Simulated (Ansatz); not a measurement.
# LiMg₅, space group P-6m2: a scan of one input key

Run with the Python package of Ansatz (0.2.0).

Input file `limg5.xyz`:
```text
6
Lattice="3.17287353 0.0 0.0 -1.58643677 2.74778908 0.0 0.0 0.0 15.11872718" Properties=species:S:1:pos:R:3 pbc="T T T"
Li    1.58643678    0.91592968    0.00000000
Mg    0.00000000    0.00000000   12.64435063
Mg    1.58643678    0.91592968   10.09634376
Mg    0.00000000    0.00000000    7.55936359
Mg    1.58643678    0.91592968    5.02238342
Mg    0.00000000    0.00000000    2.47437655
```

`edit.py`
```python
# -*- coding: utf-8 -*-
import warnings

import ansatz as az
from tabulate import tabulate

warnings.simplefilter("ignore", az.DeckWarning)

cell = az.Crystal.from_extxyz("limg5.xyz")

job = (
    cell.calculation()
    .functional("r2SCAN")
    .kpoints(density=3.1)
    .occupations("fermi_dirac", width=0.05)
    .band_table()
)
typed = job.input()
rows = []
for value in [2, 6, 12]:
    edited = typed.set(az.key.scf.n_extra_bands, value)
    data = az.Session.from_dict(edited).plan().execute().report
    rows.append((value, data["free_energy_ev"], data["n_iterations"], len(data["eigenvalues_ev"][0]) if "eigenvalues_ev" in data else 0))
print(tabulate(rows, headers=["extra bands", "F eV", "iterations", "bands listed"], floatfmt=".4f", tablefmt="pipe"))
print(edited.to_yaml())
```

```console
$ python edit.py
|   extra bands |       F eV |   iterations |   bands listed |
|--------------:|-----------:|-------------:|---------------:|
|             2 | -9837.2901 |            8 |             29 |
|             6 | -9837.2901 |            8 |             33 |
|            12 | -9837.2901 |            8 |             39 |
crystal:
  lattice:
    - [3.17287353, 0.0, 0.0]
    - [-1.58643677, 2.74778908, 0.0]
    - [0.0, 0.0, 15.11872718]
  atoms:
    - { symbol: Li, position: [0.6666666694933356, 0.3333333284809473, 0.0] }
    - { symbol: Mg, position: [0.0, 0.0, 0.8363369799229355] }
    - { symbol: Mg, position: [0.6666666694933356, 0.3333333284809473, 0.6678038197128179] }
    - { symbol: Mg, position: [0.0, 0.0, 0.5] }
    - { symbol: Mg, position: [0.6666666694933356, 0.3333333284809473, 0.33219618028718206] }
    - { symbol: Mg, position: [0.0, 0.0, 0.16366302007706446] }
kpoints:
  mp_grid:
    kspacing: 0.3225806451612903
hamiltonian:
  xc: r2scan
scf:
  occupations:
    method: fermi_dirac
    width: 0.05
  n_extra_bands: 12
output:
  eigenvalues: true
```

Caveats:
- Total energies depend on the potentials; only differences at equal settings carry meaning. A total without «per atom» is that of the whole cell that was run.
- The mesh is modest for a metal, so energies can be off by several to tens of meV an atom and pressures by half a GPa or more; differences at equal mesh fare better.
- This cell is a computed structure, which may not be the phase found in nature.
- Hardware and time: 70 s on 1 thread of AMD EPYC 7R43 64-Core Processor (Zen 3) (shared host), peak memory 0.63 GiB.
